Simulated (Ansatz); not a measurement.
# Mg3Mn, space group Pm-3m: a scan of the energy under strain

Program: Ansatz 0.2.0, Python API.

Notebook, run cell by cell (the value of a cell's last expression is shown):

In [1]:
```python
import ansatz as az
import matplotlib.pyplot as plt
import numpy as np
```

In [2]:
```python
VECTORS = np.array([
    [4.297571, 0.0, 0.0],
    [0.0, 4.297571, 0.0],
    [0.0, 0.0, 4.297571],
])
SITES = [
    ('Mg', (0.5, 0.5, 0.0), 0.0),
    ('Mg', (0.5, 0.0, 0.5), 0.0),
    ('Mg', (0.0, 0.5, 0.5), 0.0),
    ('Mn', (0.0, 0.0, 0.0), 4),
]


def on_lattice(cell):
    crystal = az.Crystal(lattice=az.Lattice.of(cell))
    for symbol, position, moment in SITES:
        crystal = crystal.atom(symbol, position, moment=moment or None)
    return crystal

# clamped ions: the fractional positions stay as typed
values = np.linspace(-0.01, 0.01, 5)
energies = []
for d in values:
    strain = np.array([[0, d / 2, 0], [d / 2, 0, 0], [0, 0, 0]])
    cell = VECTORS @ (np.eye(3) + strain)
    calculation = (
        on_lattice(cell).calculation()
        .mixing('msr1', ndim=6, beta=0.2)
        .basis(630)
        .spin('collinear')
        .functional(exchange='revpbe', correlation='pbe')
        .occupations('Fermi-Dirac', width=0.1)
        .scf(max_iterations=150)
        .kpoints(8, 8, 8)
    )
    r = calculation.run(threads=1, backend='cpu').report
    energies.append(r['free_energy_ev'] / len(SITES))
    print(f'd = {d:+.4f}  F = {energies[-1]:.5f} eV/atom')
energies = np.array(energies)
```
```text
d = -0.0100  F = -2419.76616 eV/atom
d = -0.0050  F = -2419.76640 eV/atom
d = +0.0000  F = -2419.76647 eV/atom
d = +0.0050  F = -2419.76640 eV/atom
d = +0.0100  F = -2419.76616 eV/atom
```

In [3]:
```python
for value, e in zip(values, energies):
    print(f'strain {value:7.3f}   E - Emin = {1000 * (e - energies.min()):9.3f} meV/atom')
plt.figure(figsize=(4.5, 3))
plt.plot(values, 1000 * (energies - energies.min()), 'o-')
plt.xlabel('strain')
plt.ylabel('meV/atom')
plt.tight_layout()
plt.savefig('strain.png', dpi=100)
curvature = 2 * np.polyfit(values, energies, 3)[1]
volume = abs(np.linalg.det(VECTORS)) / len(SITES)
print(f'd2E/dd2 over the volume: {curvature / volume * 160.21766:.1f} GPa')
```
```text
strain  -0.010   E - Emin =     0.307 meV/atom
strain  -0.005   E - Emin =     0.077 meV/atom
strain   0.000   E - Emin =     0.000 meV/atom
strain   0.005   E - Emin =     0.077 meV/atom
strain   0.010   E - Emin =     0.307 meV/atom
d2E/dd2 over the volume: 49.6 GPa
```

Against the unstrained cell the energy per atom changes by +0.31 meV at one end of the scan and +0.31 meV at the other, and its second derivative over the volume is 49.6 GPa.

The settings weren't tested for convergence. Other magnetic orders than the one started from may lie lower. The curvature belongs to this strain pattern and to the cell's stress; it equals a single elastic constant only for simple patterns. In a metal a curvature from energy changes of a few meV or less hangs on mesh and smearing, in size and even in sign. This cell is a computed structure, which may not be the phase found in nature. The ions keep their fractional positions (clamped ions). Run time: 3.6 min on 1 thread of Arm Neoverse V2, with other jobs on the host, peak memory 0.91 GiB.
